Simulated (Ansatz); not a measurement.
# BeTlMo: the cost of one run

Computed with Ansatz 0.2.0 (DFT PBE, scalar-relativistic, plane waves, PAW, unless a step's input says otherwise).

## Step 1: The starting structure

Symmetry: P6_3/mmc, No. 194, hexagonal system. Conventional cell: a = 4.501 Å, b = 4.501 Å, c = 5.659 Å, α = 90.00°, β = 90.00°, γ = 120.00°. Around Be (site symmetry -3m) lie 2 Be at 2.83 Å and 6 Tl at 2.96 Å and 6 Mo at 2.96 Å. Tl (site symmetry -6m2) is surrounded by 5 Mo at 2.60 to 2.83 Å and 6 Be at 2.96 Å. Mo (site symmetry -6m2) has 5 Tl at 2.60 to 2.83 Å and 6 Be at 2.96 Å in its first shell of neighbours.

Coordinates:

```xyz
6
Lattice="4.5010 0.0000 0.0000 -2.2505 3.8980 0.0000 0.0000 0.0000 5.6593" Properties=species:S:1:pos:R:3 pbc="T T T"
Be    0.0000    0.0000    0.0000
Be    0.0000    0.0000    2.8296
Tl    0.0000    2.5987    1.4148
Tl    2.2505    1.2993    4.2445
Mo    0.0000    2.5987    4.2445
Mo    2.2505    1.2993    1.4148
```

(A quick probe on a coarse mesh, which set the mesh and smearing, is not shown.)

## Step 3: A loose first relaxation

The input, input.yaml:

```yaml
crystal:
  lattice:
    - [4.5010385612, 0.0, 0.0]
    - [-2.2505192807, 3.8980137375, 0.0]
    - [0.0, 0.0, 5.659294594]
  atoms:
    - { symbol: Be, position: [0.0, 0.0, 0.0] }
    - { symbol: Be, position: [0.0, 0.0, 0.5] }
    - { symbol: Tl, position: [0.3333333333, 0.6666666667, 0.25] }
    - { symbol: Tl, position: [0.6666666667, 0.3333333333, 0.75] }
    - { symbol: Mo, position: [0.3333333333, 0.6666666667, 0.75] }
    - { symbol: Mo, position: [0.6666666667, 0.3333333333, 0.25] }
basis:
  ecutwfc: 420
kpoints:
  mp_grid: { grid: [6, 6, 4] }
hamiltonian:
  xc: pbe
scf:
  occupations: { method: gaussian, width: 0.1 }
  lower_state_search: "off"
output:
  forces: true
  stress: true
  eigenvalues: true
relax:
  adjacent_minimum: "off"
  f_tol: 0.04
  max_steps: 70
  cell: { stress_tol: 0.4 }
```

The run is started by

```bash
$ ansatz run input.yaml --threads 1 --pin off --max-ram 2560MiB --backend cpu --events-out ev --progress --plain --runs-dir out
```

**Question.** How long does this run take on 1 thread of Arm Neoverse V1, shared host, and how much memory does it need?

About 18 s, with a peak of 0.4 GiB.
